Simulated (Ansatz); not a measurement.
# Si2W: the cost of one run

Program: Ansatz 0.2.0, driven from Python. Level of theory: DFT PBE, plane waves, PAW. These are calculated values, not measurements.

### Step 1. The structure

The structure is tetragonal, space group I4/mmm (No. 139). The conventional cell has a = 3.214 Å, b = 3.214 Å, c = 7.830 Å, α = 90.00°, β = 90.00°, γ = 90.00°. Around Si (site symmetry 4mm) lie 5 Si at 2.59 to 2.63 Å and 5 W at 2.62 Å. W (site symmetry 4/mmm) is surrounded by 10 Si at 2.62 Å.

The script reads POSCAR_si2w:

```text
Si2W
1.0
  -1.60690000    1.60690000    3.91495000
   1.60690000   -1.60690000    3.91495000
   1.60690000    1.60690000   -3.91495000
Si W
2 1
Direct
   0.33470000    0.33470000    0.00000000
   0.66530000    0.66530000    0.00000000
   0.00000000    0.00000000    0.00000000
```

### Step 2. Script

Input file smear_si2w.py:

```python
'''How the energy of Si2W depends on the smearing.'''

import argparse
import csv

import ansatz as az
from ase.io import read

parser = argparse.ArgumentParser(description='How the energy of Si2W depends on the smearing.')
parser.add_argument('--xc', required=True, help='exchange-correlation functional')
parser.add_argument('--kgrid', type=int, nargs=3, required=True, help='k-point sampling')
args = parser.parse_args()

atoms = read('POSCAR_si2w', format='vasp')
si2w = az.Crystal.from_ase(atoms)

calculation = (
    si2w.calculation()
    .functional(args.xc)
    .kpoints(*args.kgrid, center='gamma')  # sampling of the Brillouin zone
    .stress()  # positive in compression
)

rows = []
for value in [0.3, 0.2, 0.1, 0.05]:
    summary = calculation.occupations('cold', width=value).run(threads=1).report
    rows.append((value, summary['free_energy_ev'] / len(summary['lattice']['sites']), summary['n_iterations'], sum(summary['stress_gpa'][i][i] for i in range(3)) / 3, summary['n_kpoints']))

with open('smear.csv', 'w', newline='') as handle:
    writer = csv.writer(handle)
    writer.writerow(['width (eV)', 'F/atom (eV)', 'iterations', 'P (GPa)', 'k-points'])
    writer.writerows([round(v, 5) if isinstance(v, float) else v for v in row] for row in rows)

# differences from the last row
for row in rows[:-1]:
    shift = 1000 * (row[1] - rows[-1][1])
    print(f'{row[0]}: {shift:+.2f} meV/atom' + ('  (within 1 meV)' if abs(shift) < 1 else ''))
```

### Step 3. Running it

Run with:

```bash
python smear_si2w.py --xc pbe --kgrid 12 12 12
```

**Question.** How long does this script take on 1 thread of Arm Neoverse V1, shared host, and how much memory does it need?

About 22 s, with a peak of 0.49 GiB.
